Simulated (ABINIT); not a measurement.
## PmS: single point with PBE+U

Crystal: PmS.

```
Pm S
1.0
     3.75513    0.00000    0.00000
    -1.87757    3.25204    0.00000
     0.00000    0.00000    3.66483
Pm S
1 1
Direct
  0.00000 0.00000 0.00000
  0.66667 0.33333 0.50000
```

The cell comes from a database or a generator and needn't be the stable form of this composition.

```json
{
  "Program": "ABINIT 10.8.3 (patched build)",
  "Task": "single point",
  "Functional": "PBE",
  "Potentials or basis": "JTH PAW PBE v2.0",
  "Cutoff": "544 eV",
  "k mesh": "6 × 6 × 5",
  "Occupations": "gaussian, width 0.05 eV",
  "Spin": "collinear spin, ferromagnetic start",
  "Starting moments": "[4.0, 0.0] μB",
  "Hubbard terms": "Pm f U = 5 eV, J = 0.9 eV"
}
```

* Pressure: 7.2 GPa
* Band gap on the k mesh: none (metal or under the smearing width)
* Net moment: 4.82 μB per cell
* Site moments: Pm +4.37; S -0.03 μB
* Valence electrons inside the program's atomic spheres: Pm 12.41; S 3.62

Stress tensor (GPa, compression positive):
```
7.39 0.00 0.00
0.00 7.39 0.00
0.00 0.00 6.70
```

Levels at points of the mesh, in eV from the Fermi level:
Spin up:
```csv
k point,band 10,band 11,band 12,band 13,band 14,band 15,band 16,band 17
"(0.00, 0.00, 0.00)",-2.86,-2.79,-2.43,-2.04,0.01,0.01,1.45,1.48
"(0.50, 0.00, 0.00)",-3.12,-2.53,-2.25,-1.59,0.11,0.14,1.19,2.61
```
Spin down:
```
           k point  band 4  band 5  band 6  band 7  band 8  band 9  band 10  band 11  band 12  band 13
(0.00, 0.00, 0.00)  -18.12  -14.19   -3.30   -3.30   -2.78   -0.97     1.62     1.95     2.00     2.00
(0.50, 0.00, 0.00)  -18.31  -12.91   -5.56   -3.89   -2.92   -0.59     1.34     2.09     2.18     2.49
```

Eigenvalues of the final occupation matrices:
```tsv
site	spin	trace	eigenvalues
atom 1	1	4.10	0.02 0.09 0.09 0.97 0.97 0.98 0.98
atom 1	2	0.03	0.00 0.00 0.00 0.00 0.00 0.01 0.01
```

Wall time 2.1 min on 1 thread of Arm Neoverse V1, with other jobs on the host, peak memory 0.18 GiB.

Caveat: the magnetic or orbital state may not be the lowest; spin-orbit coupling is left out, which moves the levels of the heavy elements. The state reached can hang on the start; a lower one may exist.
